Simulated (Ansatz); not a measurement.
# C: compression at zero temperature

Aim: relax C at pressures from -1 to 90 GPa within the symmetry of the start, and follow volume, cell shape and gap.

Program: Ansatz 0.2.0. Level of theory: DFT r2SCAN, scalar-relativistic, plane waves, PAW. These are calculated values, not measurements.

2 further runs of the same task are left out: 2 set aside as unsound or not needed.

### 1 Starting point

It takes space group Fmmm (No. 69, orthorhombic). The conventional cell has a = 2.456 Å, b = 4.253 Å, c = 7.116 Å, α = 90.00°, β = 90.00°, γ = 90.00°. C (site symmetry m2m) has 3 C at 1.42 Å as nearest neighbours.

Coordinates:

```cif
data_structure
_symmetry_space_group_name_H-M 'Fmmm'
_symmetry_Int_Tables_number 69
_cell_length_a 2.4562
_cell_length_b 4.2529
_cell_length_c 7.1156
_cell_angle_alpha 90.000
_cell_angle_beta 90.000
_cell_angle_gamma 90.000
_cell_volume 74.33
loop_
_atom_site_label
_atom_site_type_symbol
_atom_site_symmetry_multiplicity
_atom_site_Wyckoff_symbol
_atom_site_fract_x
_atom_site_fract_y
_atom_site_fract_z
_atom_site_occupancy
C1 C 8 h 0.50000 0.66668 0.50000 1
```

It goes back to an entry of the Materials Project, which need not be the stable form.

It is the result of an earlier relaxation at this level (volume 9.29 Å³/atom; gap on the mesh: none (metal)).

### 2 Target pressure -1 GPa

input.yaml

```yaml
crystal:
  lattice:
    - [1.2321503701, -2.1334324214, 0.0]
    - [1.2321503701, 2.1334324214, 0.0]
    - [0.0, 0.0, 7.1388791124]
  atoms:
    - { symbol: C, position: [0.0833249879, 0.9166750121, 0.7499218063] }
    - { symbol: C, position: [0.5833249879, 0.4166750121, 0.2500781937] }
    - { symbol: C, position: [0.9166750121, 0.0833249879, 0.2500781937] }
    - { symbol: C, position: [0.4166750121, 0.5833249879, 0.7499218063] }
basis:
  ecutwfc: 500
kpoints:
  mp_grid: { grid: [18, 18, 6] }
hamiltonian:
  xc: r2scan
scf:
  occupations: { method: gaussian, width: 0.1 }
output:
  forces: true
  stress: true
  eigenvalues: true
relax:
  adjacent_minimum: "off"
  f_tol: 0.008
  max_steps: 50
  cell: { stress_tol: 0.08, p_target: -1.0 }
```

Started as:

```bash
ansatz run input.yaml --threads 1 --pin off --max-ram 2560MiB --backend cpu --events-out ev --progress --plain --runs-dir out
```

Further runs follow: relaxing at 1 GPa; relaxing at 4 GPa; 12 GPa; target pressure 25 GPa; target pressure 50 GPa; target pressure 90 GPa.

Before running it: what results should come out? Wanted: bulk modulus B0; B0'.

**Answer**, as computed:

| quantity | value |
| --- | --- |
| volume at 90 GPa | 5.67 Å³/atom, V/V0 = 0.610 |
| bulk modulus B0 (third-order Birch-Murnaghan) | 31 GPa |
| B0' | 8.0 |
| gap at 0 and 90 GPa | none (metal); none (metal) |

At 90 GPa the crystal has lost 39.0 % of its volume. A third-order Birch-Murnaghan curve fits the points with B0 = 31 GPa. The cell gives way unevenly: a -4.4 %, b -4.4 %, c -33.5 %. The gap closes between 1 and 4 GPa. Other structures may take over in this range; these runs cannot find them. Where a structure here is layered, its layers are held mostly by dispersion, which this level lacks, so their spacing and the stiffness across them are unreliable there.
